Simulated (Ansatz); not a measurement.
# CH₃BOS: one species, many methods

An exercise on one series of results from a longer session: the logs are not shown, and one member is left open.

The runs use Ansatz 0.2.0, Gaussian basis; functionals in def2-TZVPP, the program's frozen cores in correlated methods.

Levels to be run: LDA (SPW92), PBE-D4, revPBE-D4, BLYP-D4, r2SCAN-D4, B97M-V, PBE0-D4, B3LYP-D4, r2SCANh-D4, r2SCAN0-D4, HSE06-D4, BHLYP-D4, CAM-B3LYP-D4, LC-ωPBE, ωB97X-V, ωB97M-V, B2PLYP, PBE-QIDH; CCSD(T)/def2-SVP; CCSD(T)/def2-TZVPP; MP2/def2-QZVPP; extrapolation to the limit; RPA on PBE.

### Structure used throughout

All runs share one geometry, relaxed beforehand with PBE0-D4 in a triple-zeta def2 set.

SMILES `B1OCS1`, 7 atoms, charge 0, spin multiplicity 1.

Atoms are counted from 1 here; the program's logs count them from 0.

Bond lengths: B1–O2 1.369 Å, B1–S4 1.811 Å, B1–H5 1.188 Å, O2–C3 1.421 Å, C3–S4 1.836 Å, C3–H6 1.090 Å, C3–H7 1.090 Å. Angles: O2–B1–S4 99.3°, O2–B1–H5 126.5°, S4–B1–H5 134.2°, B1–O2–C3 95.5°, O2–C3–S4 96.2°, O2–C3–H6 111.4°, O2–C3–H7 111.4°, S4–C3–H6 112.8°, S4–C3–H7 112.8°, H6–C3–H7 111.5°, B1–S4–C3 69.0°.

Set-up of the first run:

in.yaml reads:

```yaml
crystal:
  periodic: [false, false, false]
  atoms:
    - {symbol: B, position_ang: [-0.978183, 0.435431, -0.473644]}
    - {symbol: O, position_ang: [-0.307774, 0.575827, 0.712112]}
    - {symbol: C, position_ang: [0.743818, -0.321033, 0.381047]}
    - {symbol: S, position_ang: [0.123394, -0.745466, -1.294030]}
    - {symbol: H, position_ang: [-1.988830, 0.977642, -0.782599]}
    - {symbol: H, position_ang: [1.707403, 0.187915, 0.357434]}
    - {symbol: H, position_ang: [0.761470, -1.178316, 1.053979]}
basis:
  gaussian: {orbitals: def2-TZVPP}
hamiltonian: {xc: lda}
output: {orbitals: {seedname: orbitals}}
```

Command:

```
$ ansatz run in.yaml --threads 2 --pin off --events-out ev --progress --plain --max-ram 4352MiB
```

Steps of the session up to this table: LDA; PBE-D4 (GGA); revPBE-D4 (GGA); BLYP-D4 (GGA); r2SCAN-D4 (meta-GGA); B97M-V (meta-GGA); PBE0-D4 (hybrid); B3LYP-D4 (hybrid); r2SCANh-D4 (hybrid); r2SCAN0-D4 (hybrid); HSE06-D4 (hybrid); BHLYP-D4 (hybrid); CAM-B3LYP-D4 (range-separated); LC-ωPBE (range-separated); ωB97X-V (range-separated); ωB97M-V (range-separated); B2PLYP (double hybrid); PBE-QIDH (double hybrid).

One table of the session follows, with a row left open; its other results are not shown here.

It belongs to the step «Orbital energies across the functionals». 

| functional | HOMO (eV) | gap (eV) |
| --- | --- | --- |
| LDA (SPW92) | -6.61 | 5.21 |
| PBE-D4 | -6.46 | 5.29 |
| revPBE-D4 | -6.41 | 5.32 |
| BLYP-D4 | -6.29 | 5.25 |
| r2SCAN-D4 | -6.72 | 5.86 |
| B97M-V | -6.80 | 5.91 |
| PBE0-D4 | -7.67 | 7.42 |
| B3LYP-D4 | -7.42 | 6.95 |
| r2SCANh-D4 | -7.17 | 6.63 |
| r2SCAN0-D4 | -7.84 | 7.79 |
| HSE06-D4 | -7.27 | 6.64 |
| BHLYP-D4 | -8.72 | 9.45 |
| CAM-B3LYP-D4 | ? | ? |
| LC-ωPBE | -10.39 | 12.37 |
| ωB97X-V | -10.01 | 11.91 |
| ωB97M-V | -9.85 | 11.51 |

Estimate the missing values for CAM-B3LYP-D4.

**Answer.** HOMO (eV): -8.98; gap (eV): 9.81. In the column «HOMO (eV)» it lies between ωB97M-V (-9.85) and BHLYP-D4 (-8.72).
